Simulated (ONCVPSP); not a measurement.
# Cu: the cost of one run

Method: ONCVPSP 4.0.1.1 (patched build), LDA (Perdew-Wang 92), scalar-relativistic.

### Step 1. The design

The settings as typed:

| Quantity | Value |
| --- | --- |
| element | copper (Cu, Z = 29) |
| type | optimised norm-conserving Vanderbilt (ONCV) |
| frozen core | [Ar] |
| valence charge | 11 |
| reference configuration | 3d10 4s1 |
| partial waves | 4s: rc 2.35 bohr, ncon 3, nbas 6, qcut 2.7 1/bohr, 1 projector; p scattering state at 0.39 Ha: rc 1.90 bohr, ncon 4, nbas 8, qcut 5 1/bohr, 2 projectors, debl 1.6 Ha; 3d: rc 1.14 bohr, ncon 4, nbas 9, qcut 11 1/bohr, 3 projectors, debl 1.3 Ha |
| local potential | polynomial inside 1.10 bohr (lpopt 3, dvloc0 3 Ha) |
| core correction | not asked for |

The outer shells as boxes (Hund's rule for the drawing; the calculation is spin-unpolarised):

```
[Ar] core
3d [↑↓][↑↓][↑↓][↑↓][↑↓]
4s [↑ ]
```

The nodes and maxima of the atom's own shells, from an earlier all-electron run, set the scale for the radii.

All-electron outer shells of the reference configuration (LDA (PZ), scalar-relativistic, ld1.x):

```tsv
shell	level (eV)	outermost node (bohr)	outermost maximum (bohr)
3p	-72.03	0.26	0.62
3d	-5.32	–	0.60
4s	-4.87	0.89	2.24
4p	-0.79	0.98	3.52
```

### Step 2. Generating the potential

Cu.dat reads:

```
# ATOM AND REFERENCE CONFIGURATION
# atsym  z   nc   nv     iexc    psfile
  Cu 29.00    5    2  -001012      upf
#
#   n    l    f
    1    0    2.00
    2    0    2.00
    2    1    6.00
    3    0    2.00
    3    1    6.00
    3    2   10.00
    4    0    1.00
#
# PSEUDOPOTENTIAL AND OPTIMIZATION
# lmax
    2
#
#   l,   rc,      ep,       ncon, nbas, qcut
    0    2.35    0.00    3    6    2.70
    1    1.90    0.39    4    8    5.00
    2    1.14    0.00    4    9   11.00
#
# LOCAL POTENTIAL
# lloc, lpopt,  rc(5),   dvloc0
    4    3    1.10    3.00
#
# VANDERBILT-KLEINMAN-BYLANDER PROJECTORs
# l, nproj, debl
    0    1    2.20
    1    2    1.60
    2    3    1.30
#
# MODEL CORE CHARGE
# icmod, fcfact, rcfact
    0    0.00    0.00
#
# LOG DERIVATIVE ANALYSIS
# epsh1, epsh2, depsh
   -2.00    5.00    0.02
#
# OUTPUT GRID
# rlmax, drl
    6.00    0.01
#
# TEST CONFIGURATIONS
# ncnf
    4
# nvcnf
#   n    l    f
    2
    3    2   10.00
    4    0    0.00
#
    2
    3    2    9.00
    4    0    0.00
#
    2
    3    2    8.00
    4    0    0.00
#
    2
    3    2    7.00
    4    0    0.00
#
```

Run with:

```
$ oncvpsp.x < Cu.dat > Cu.out
```

**Question.** How long does this run take on 1 thread of Neoverse-V1, shared host?

About 4.1 s.
